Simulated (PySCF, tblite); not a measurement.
# C6H8BNO2: infrared bands, NMR shifts and electronic excitations in gas and solvents, part 2 of 2

tblite 0.8.0 and PySCF 2.14.0. Atoms count from 0.

## 7. Nuclear shieldings: CAM-B3LYP/pcSseg-1

Job settings and geometry (Å):

```
{"job": {"kind": "nmr", "xc": "CAM-B3LYP", "basis": "pcSseg-1", "pop": false}, "charge": 0, "multiplicity": 1}
C      2.797587    -1.234560     0.182106
C      2.997748     0.147174     0.492775
C      1.791448     0.777631     0.335417
N      0.853957    -0.157991    -0.060681
B     -0.534756     0.100365    -0.322481
O     -1.093780     1.337641    -0.207801
C     -2.471876     1.215927    -0.515844
C     -2.676554    -0.273944    -0.877118
O     -1.405292    -0.875544    -0.704798
C      1.477702    -1.388349    -0.152036
H      3.546685    -2.024154     0.203523
H      3.929509     0.619571     0.798246
H      1.504040     1.817779     0.469655
H     -3.070310     1.521884     0.357231
H     -2.722326     1.889198    -1.350768
H     -3.008437    -0.411778    -1.918633
H     -3.408814    -0.769553    -0.220178
H      0.912447    -2.267945    -0.451127
```

Level: GIAO CAM-B3LYP/pcSseg-1 NMR shielding, non-relativistic, gas phase.

What it wrote:

```text
coarse grid: 15800 points
cycle   1  E = -463.1137200323  dE =  2.234e+00  |g| = 8.650e-01  |ddm| = 3.863e+00
cycle   2  E = -463.0651434505  dE =  4.858e-02  |g| = 1.059e+00  |ddm| = 1.101e+00
cycle   3  E = -463.2543193026  dE = -1.892e-01  |g| = 6.562e-02  |ddm| = 5.834e-01
cycle   4  E = -463.2549478733  dE = -6.286e-04  |g| = 4.086e-02  |ddm| = 6.989e-02
cycle   5  E = -463.2552797906  dE = -3.319e-04  |g| = 1.020e-02  |ddm| = 3.266e-02
cycle   6  E = -463.2552990607  dE = -1.927e-05  |g| = 3.468e-03  |ddm| = 8.862e-03
cycle   7  E = -463.2553018337  dE = -2.773e-06  |g| = 4.913e-04  |ddm| = 3.202e-03
final grid: 154840 points
cycle   8  E = -463.3555054717  dE = -4.490e-05  |g| = 4.814e-03  |ddm| = 2.130e-02
cycle   9  E = -463.3555058386  dE = -3.669e-07  |g| = 4.937e-03  |ddm| = 6.631e-03
cycle  10  E = -463.3555108308  dE = -4.992e-06  |g| = 5.466e-04  |ddm| = 3.058e-03
cycle  11  E = -463.3555108756  dE = -4.479e-08  |g| = 2.538e-04  |ddm| = 4.326e-04
cycle  12  E = -463.3555108874  dE = -1.185e-08  |g| = 3.995e-05  |ddm| = 1.731e-04
cycle  13  E = -463.3555108877  dE = -3.270e-10  |g| = 2.046e-05  |ddm| = 5.260e-05
converged SCF energy = -463.3555108877

GIAO shielding tensors (ppm)
atom      isotropic    diamagn.    paramagn.     s11        s22        s33       span
  0 C       61.356     258.058    -196.702    -27.252     54.950    156.371    183.623
  1 C       61.344     258.013    -196.669    -27.228     54.926    156.334    183.562
  2 C       51.646     249.913    -198.266    -37.438     58.094    134.283    171.721
  3 N       78.371     325.377    -247.006     15.501     23.525    196.087    180.585
  4 B       74.281     200.154    -125.874     70.929     75.541     76.372      5.443
  5 O      240.209     398.560    -158.351    129.862    271.272    319.494    189.632
  6 C      113.636     243.732    -130.096     76.196    100.906    163.806     87.609
  7 C      113.713     243.891    -130.178     76.421    100.952    163.765     87.344
  8 O      239.975     398.556    -158.580    129.654    270.974    319.298    189.644
  9 C       51.538     249.741    -198.203    -37.541     57.997    134.158    171.700
 10 H       24.937      30.428      -5.492     22.513     25.244     27.052      4.539
 11 H       24.941      30.509      -5.568     22.518     25.249     27.055      4.537
 12 H       24.272      31.648      -7.375     20.021     24.912     27.884      7.863
 13 H       26.989      28.127      -1.138     22.884     25.532     32.551      9.667
 14 H       26.987      27.548      -0.561     22.972     25.525     32.463      9.491
 15 H       26.990      27.591      -0.601     22.884     25.534     32.550      9.666
 16 H       26.992      27.975      -0.983     22.980     25.523     32.473      9.493
 17 H       24.264      31.492      -7.229     19.996     24.895     27.900      7.904
```

It took 46 s on 1 thread of Arm Neoverse V1, shared host; peak memory 1.2 GiB.

In short: δ C2 130.9, C0 121.1, C6 68.8, N3 188.9, H12 7.06, H10 6.39 ppm (means over like atoms).

## 8. Shielding tensors: PBE0/pcSseg-1 in acetonitrile

Settings changed since step 7:

```diff
@@ -1,2 +1,2 @@
-{"job": {"kind": "nmr", "xc": "CAM-B3LYP", "basis": "pcSseg-1", "pop": false}, "charge": 0, "multiplicity": 1}
+{"job": {"kind": "nmr", "xc": "PBE0", "basis": "pcSseg-1", "solvent": "acetonitrile", "pop": true}, "charge": 0, "multiplicity": 1}
 C      2.797587    -1.234560     0.182106
```

Level: GIAO PBE0/pcSseg-1 NMR shielding, non-relativistic, IEF-PCM acetonitrile.

What it wrote:

```text
coarse grid: 15800 points
cycle   1  E = -462.8508048767  dE =  1.901e+00  |g| = 7.830e-01  |ddm| = 3.899e+00
cycle   2  E = -462.7471504878  dE =  1.037e-01  |g| = 1.100e+00  |ddm| = 1.138e+00
cycle   3  E = -462.9640730926  dE = -2.169e-01  |g| = 9.025e-02  |ddm| = 6.846e-01
cycle   4  E = -462.9654225619  dE = -1.349e-03  |g| = 4.564e-02  |ddm| = 8.888e-02
cycle   5  E = -462.9658495500  dE = -4.270e-04  |g| = 1.199e-02  |ddm| = 3.546e-02
cycle   6  E = -462.9658768339  dE = -2.728e-05  |g| = 4.203e-03  |ddm| = 1.026e-02
cycle   7  E = -462.9658809096  dE = -4.076e-06  |g| = 5.071e-04  |ddm| = 3.546e-03
final grid: 154840 points
cycle   8  E = -463.0443588223  dE = -4.363e-05  |g| = 1.294e-02  |ddm| = 3.534e-02
cycle   9  E = -463.0443297335  dE =  2.909e-05  |g| = 1.835e-02  |ddm| = 1.785e-02
cycle  10  E = -463.0443915930  dE = -6.186e-05  |g| = 1.227e-03  |ddm| = 1.030e-02
cycle  11  E = -463.0443919123  dE = -3.193e-07  |g| = 2.444e-04  |ddm| = 9.960e-04
cycle  12  E = -463.0443919223  dE = -1.007e-08  |g| = 1.161e-04  |ddm| = 2.516e-04
cycle  13  E = -463.0443919253  dE = -2.978e-09  |g| = 3.821e-05  |ddm| = 1.187e-04
cycle  14  E = -463.0443919256  dE = -3.200e-10  |g| = 5.848e-06  |ddm| = 2.878e-05
converged SCF energy = -463.0443919256

GIAO shielding tensors (ppm)
atom      isotropic    diamagn.    paramagn.     s11        s22        s33       span
  0 C       67.104     258.578    -191.474    -16.066     58.293    159.087    175.153
  1 C       67.092     258.522    -191.430    -16.043     58.273    159.046    175.088
  2 C       56.566     249.564    -192.999    -27.236     59.908    137.025    164.261
  3 N       77.194     324.869    -247.675     14.372     20.806    196.406    182.034
  4 B       76.572     200.044    -123.472     71.798     76.165     81.752      9.954
  5 O      236.314     398.136    -161.823    122.771    272.599    313.571    190.799
  6 C      115.698     244.296    -128.598     78.196    102.224    166.674     88.478
  7 C      115.780     244.453    -128.673     78.430    102.279    166.631     88.202
  8 O      236.064     398.114    -162.050    122.538    272.304    313.351    190.814
  9 C       56.479     249.398    -192.919    -27.316     59.855    136.897    164.213
 10 H       24.641      30.752      -6.111     22.095     24.933     26.896      4.802
 11 H       24.646      30.818      -6.172     22.100     24.938     26.899      4.799
 12 H       23.982      31.237      -7.255     19.617     24.881     27.449      7.833
 13 H       26.688      27.629      -0.941     22.516     25.167     32.380      9.864
 14 H       26.682      27.091      -0.409     22.594     25.158     32.294      9.700
 15 H       26.689      27.137      -0.448     22.516     25.171     32.380      9.865
 16 H       26.687      27.483      -0.796     22.603     25.156     32.303      9.700
 17 H       23.976      31.096      -7.120     19.595     24.866     27.468      7.873
```

Wall time 37 s (1 thread of Arm Neoverse V1, shared host); peak memory 1.1 GiB.

Key values: δ C2 128.9, C0 118.4, C6 69.7, N3 191.3, H12 7.26, H10 6.60 ppm (means over like atoms).

## 9. Excited states and response: CAM-B3LYP/def2-SVPD in acetonitrile

Settings changed since step 8:

```diff
@@ -1,2 +1,2 @@
-{"job": {"kind": "nmr", "xc": "PBE0", "basis": "pcSseg-1", "solvent": "acetonitrile", "pop": true}, "charge": 0, "multiplicity": 1}
+{"job": {"kind": "uv", "xc": "CAM-B3LYP", "basis": "def2-SVPD", "solvent": "acetonitrile", "nstates": 6, "ntriplets": 0}, "charge": 0, "multiplicity": 1}
 C      2.797587    -1.234560     0.182106
```

Method: TDDFT CAM-B3LYP/def2-SVPD, vertical, IEF-PCM acetonitrile (non-equilibrium linear response), core orbitals frozen in the response.

What it wrote:

```text
coarse grid: 15800 points
cycle   1  E = -462.8685929648  dE =  2.136e+00  |g| = 8.085e-01  |ddm| = 1.059e+01
cycle   2  E = -462.8255040324  dE =  4.309e-02  |g| = 9.882e-01  |ddm| = 2.617e+00
cycle   3  E = -462.9991961933  dE = -1.737e-01  |g| = 6.122e-02  |ddm| = 1.185e+00
cycle   4  E = -462.9998194449  dE = -6.233e-04  |g| = 3.557e-02  |ddm| = 1.830e-01
cycle   5  E = -463.0000882771  dE = -2.688e-04  |g| = 8.181e-03  |ddm| = 7.300e-02
cycle   6  E = -463.0001012572  dE = -1.298e-05  |g| = 2.587e-03  |ddm| = 2.236e-02
cycle   7  E = -463.0001028108  dE = -1.554e-06  |g| = 5.088e-04  |ddm| = 7.360e-03
final grid: 154840 points
cycle   8  E = -463.0979863928  dE = -5.411e-05  |g| = 4.045e-03  |ddm| = 1.663e-01
cycle   9  E = -463.0979872388  dE = -8.460e-07  |g| = 3.921e-03  |ddm| = 2.150e-02
cycle  10  E = -463.0979905909  dE = -3.352e-06  |g| = 4.487e-04  |ddm| = 7.745e-03
cycle  11  E = -463.0979906198  dE = -2.899e-08  |g| = 2.756e-04  |ddm| = 1.093e-03
cycle  12  E = -463.0979906348  dE = -1.498e-08  |g| = 3.142e-05  |ddm| = 5.900e-04
cycle  13  E = -463.0979906351  dE = -2.351e-10  |g| = 1.583e-05  |ddm| = 1.283e-04
converged SCF energy = -463.0979906351

Static polarisability (au): isotropic 122.636, principal 86.346 126.894 154.667

Singlet excitations
state   eV       nm        f      main configurations
  1   5.8469    212.1   0.11165   H->L+1 0.98
  2   6.0193    206.0   0.00001   H->L 0.83, H->L+2 0.13
  3   6.4166    193.2   0.20235   H-1->L+1 0.80, H->L+7 0.18
  4   6.9544    178.3   0.02957   H-1->L 0.73, H-1->L+2 0.10
  5   7.0754    175.2   0.00000   H->L+2 0.52, H->L+4 0.32, H->L 0.10
  6   7.2333    171.4   0.03581   H->L+3 0.53, H->L+6 0.29, H-1->L 0.14
```

Run time: 82 s. Hardware: 1 thread of Arm Neoverse V1, shared host; peak memory 1.6 GiB.

Key values: HOMO -7.70 eV, LUMO 0.89 eV; lowest singlet 5.85 eV.

## 10. Comparing the runs: NMR shifts

Shifts (ppm) of some atoms, chosen among heavy atoms and hydrogens apart, means over like atoms, with basis size and wall time:

```
                          run     C2     C0    C6   H10   H13     N3     O5  functions  time
                PBE0/pcSseg-1  127.0  118.2  68.3  6.42  4.33  185.7   99.6        210  41 s
           CAM-B3LYP/pcSseg-1  130.9  121.1  68.8  6.39  4.34  188.9   98.5        210  46 s
PBE0/pcSseg-1 in acetonitrile  128.9  118.4  69.7  6.60  4.55  191.3  106.8        210  37 s
```

## 11. Side by side: electronic excitations

Excitations and ground-state properties, with basis size and wall time:

```
                                run  lowest singlet (eV)  brightest (eV)      f  gap (eV)  α (Å³)  μ (D)  functions     time
                CAM-B3LYP/def2-SVPD                 5.83            6.41  0.162      8.21   13.71   3.21        270  3.6 min
CAM-B3LYP/def2-SVPD in acetonitrile                 5.85            6.42  0.202      8.58   18.17   4.04        270     82 s
```

## 12. What came out

This closing draws on all 2 parts.

| quantity | value |
| --- | --- |
| strongest single infrared mode (GFN2-xTB) | 1442 cm⁻¹, 336 km/mol |
| zero-point energy (GFN2-xTB) | 87.0 kcal/mol |
| point group | C2 |
| rotational constants (main isotopes) | 4.20, 0.85, 0.71 GHz |
| ¹³C shifts against TMS (PBE0/pcSseg-1, means over atoms taken as alike) | 127.0, 118.2, 68.3 ppm |
| ¹H shifts against TMS (PBE0/pcSseg-1, means over atoms taken as alike) | 7.08, 6.42, 4.33 ppm |
| ¹⁵N shifts against NH3 (PBE0/pcSseg-1) | 185.7 ppm |
| ¹¹B shifts against BF3·OEt2 (PBE0/pcSseg-1) | 23.9 ppm |
| ¹⁷O shifts against H2O (PBE0/pcSseg-1, means over atoms taken as alike) | 99.6 ppm |
| lowest singlet (CAM-B3LYP/def2-SVPD) | 5.83 eV (213 nm), f = 0.079 |
| brightest single state of those computed | state 3, 6.41 eV, f = 0.162 |
| lowest triplet | 3.89 eV |
| vertical ionisation energy (ΔSCF) | 8.15 eV |
| range of the shift of O5 | 98.5 to 106.8 ppm |
| range of the lowest singlet | 5.83 to 5.85 eV |

**Reading.** Relaxing lowered the energy by 1.362 eV in 54 steps; the close pair that moved most is N3–B4, from 1.520 to 1.431 Å (GFN2-xTB). No mode is imaginary among the 48: a minimum at this level. The strongest single mode, at 1442 cm⁻¹, has its largest shares on N3, B4, C0 and C1 (the list is cut at 4 atoms). Unscaled tight-binding wavenumbers are off by several per cent, some by more. Its intensities can rank the bands wrongly. Relaxing lowered the energy by 0.193 eV in 10 steps; the close pair that moved most is C0–H10, from 1.035 to 1.089 Å (PBE0/def2-SVP). No frequency check was run at this level, so the end point may be a saddle. At PBE0/pcSseg-1: Shielding is most anisotropic at O5, O8 (span 191 ppm, paramagnetic term -162 ppm). NICS(1)zz of -28 ppm above the planar ring from C0 marks a diatropic (aromatic) ring current. The lowest singlet, at 5.83 eV, is HOMO→LUMO+1 0.97 and is bright; of the 10 states computed, the strongest absorption comes from state 3 at 6.41 eV. The lowest triplet lies 1.94 eV below the lowest singlet (triplets in Tamm-Dancoff, singlets in full TDDFT). ΔSCF puts the ionisation energy at 8.15 eV, 0.73 eV above −ε(HOMO). Across the 3 runs the shift of O5 (with its like atoms) moves most, between 98.5 (CAM-B3LYP/pcSseg-1) and 106.8 ppm (PBE0/pcSseg-1 in acetonitrile). Part of that comes from the computed reference. The lowest singlet runs from 5.83 eV (CAM-B3LYP/def2-SVPD) to 5.85 eV (CAM-B3LYP/def2-SVPD in acetonitrile), while the orbital gap spans 8.21 to 8.58 eV. The lowest state need not be the same one in every run. The runs solved for a few states only, so the brightest column depends on that window.
